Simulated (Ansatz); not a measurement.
**CH7FO2SSi2: a ladder of functionals and wavefunction methods**

One table from this session's results is given with a row withheld; the runs are named, their logs left out.

The runs use Ansatz 0.2.0, Gaussian basis; functionals in def2-TZVPP, the program's frozen cores in correlated methods.

Levels to be run: PBE-D4, r2SCAN-D4, PBE0-D4, B3LYP-D4, ωB97X-V, ωB97M-V, B2PLYP; CCSD(T)/def2-TZVPP; MP2/def2-QZVPP; extrapolation to the limit.

**The relaxed structure**

All runs share one geometry, relaxed beforehand with PBE0-D4 in a triple-zeta def2 set.

14 atoms, charge 0, spin multiplicity 1.

Atoms are counted from 1 here; the program's logs count them from 0.

Bond lengths: C1–Si2 1.848 Å, C1–H8 1.093 Å, C1–H9 1.092 Å, C1–H10 1.092 Å, Si2–F3 1.615 Å, Si2–S4 2.121 Å, Si2–H11 1.480 Å, S4–Si5 2.152 Å, Si5–O6 1.632 Å, Si5–O7 1.631 Å, Si5–H12 1.470 Å, O6–H13 0.959 Å, O7–H14 0.961 Å. Angles: Si2–C1–H8 110.3°, Si2–C1–H9 110.2°, Si2–C1–H10 110.9°, H8–C1–H9 108.4°, H8–C1–H10 108.6°, H9–C1–H10 108.4°, C1–Si2–F3 108.7°, C1–Si2–S4 108.9°, C1–Si2–H11 113.3°, F3–Si2–S4 108.7°, F3–Si2–H11 105.6°, S4–Si2–H11 111.5°, Si2–S4–Si5 99.6°, S4–Si5–O6 106.4°, S4–Si5–O7 110.0°, S4–Si5–H12 112.9°, O6–Si5–O7 115.5°, O6–Si5–H12 105.7° and more.

The first run:

in.yaml

```yaml
crystal:
  periodic: [false, false, false]
  atoms:
    - {symbol: C, position_ang: [-1.264579, 1.933836, -1.569234]}
    - {symbol: Si, position_ang: [-0.807991, 0.379398, -0.680348]}
    - {symbol: F, position_ang: [-1.755835, 0.228336, 0.617988]}
    - {symbol: S, position_ang: [1.207688, 0.523328, -0.036315]}
    - {symbol: Si, position_ang: [1.439699, -1.421005, 0.855745]}
    - {symbol: O, position_ang: [2.535547, -1.250074, 2.052375]}
    - {symbol: O, position_ang: [-0.014058, -2.002084, 1.312803]}
    - {symbol: H, position_ang: [-2.318987, 1.911582, -1.855055]}
    - {symbol: H, position_ang: [-0.663889, 2.040263, -2.475525]}
    - {symbol: H, position_ang: [-1.093304, 2.808288, -0.938011]}
    - {symbol: H, position_ang: [-1.033986, -0.842822, -1.483183]}
    - {symbol: H, position_ang: [2.011523, -2.409414, -0.069456]}
    - {symbol: H, position_ang: [2.451522, -0.502555, 2.646582]}
    - {symbol: H, position_ang: [-0.693370, -1.397046, 1.621624]}
basis:
  gaussian: {orbitals: def2-TZVPP}
hamiltonian: {xc: pbe, dispersion: d4}
output: {forces: true, orbitals: {seedname: orbitals}}
```

The run is started by

```bash
> ansatz run in.yaml --threads 2 --pin off --events-out ev --progress --plain --max-ram 32768MiB --backend cuda --devices 0, --max-vram 18GiB
```

Steps of the session up to this table: PBE-D4 (GGA); r2SCAN-D4 (meta-GGA); PBE0-D4 (hybrid); B3LYP-D4 (hybrid); ωB97X-V (range-separated); ωB97M-V (range-separated); B2PLYP (double hybrid); CCSD(T) in def2-TZVPP; MP2 in def2-QZVPP.

One table of the session follows, with a row left open; its other results are not shown here.

It belongs to the step «Atomisation energies». 

| method | atomisation energy (eV) |
| --- | --- |
| PBE-D4 | 56.220 |
| r2SCAN-D4 | 55.903 |
| PBE0-D4 | 55.278 |
| B3LYP-D4 | 55.389 |
| ωB97X-V | 55.947 |
| ωB97M-V | 55.966 |
| B2PLYP | 54.939 |
| HF/def2-TZVPP | 40.711 |
| MP2/def2-TZVPP | 55.551 |
| CCSD/def2-TZVPP | 53.439 |
| CCSD(T)/def2-TZVPP | 54.268 |
| MP2/CBS | 57.271 |
| CCSD(T)/CBS | ? |

Estimate the missing values for CCSD(T)/CBS.

The run gave: atomisation energy (eV): 55.987. In the column «atomisation energy (eV)» it lies between ωB97M-V (55.966) and PBE-D4 (56.220).
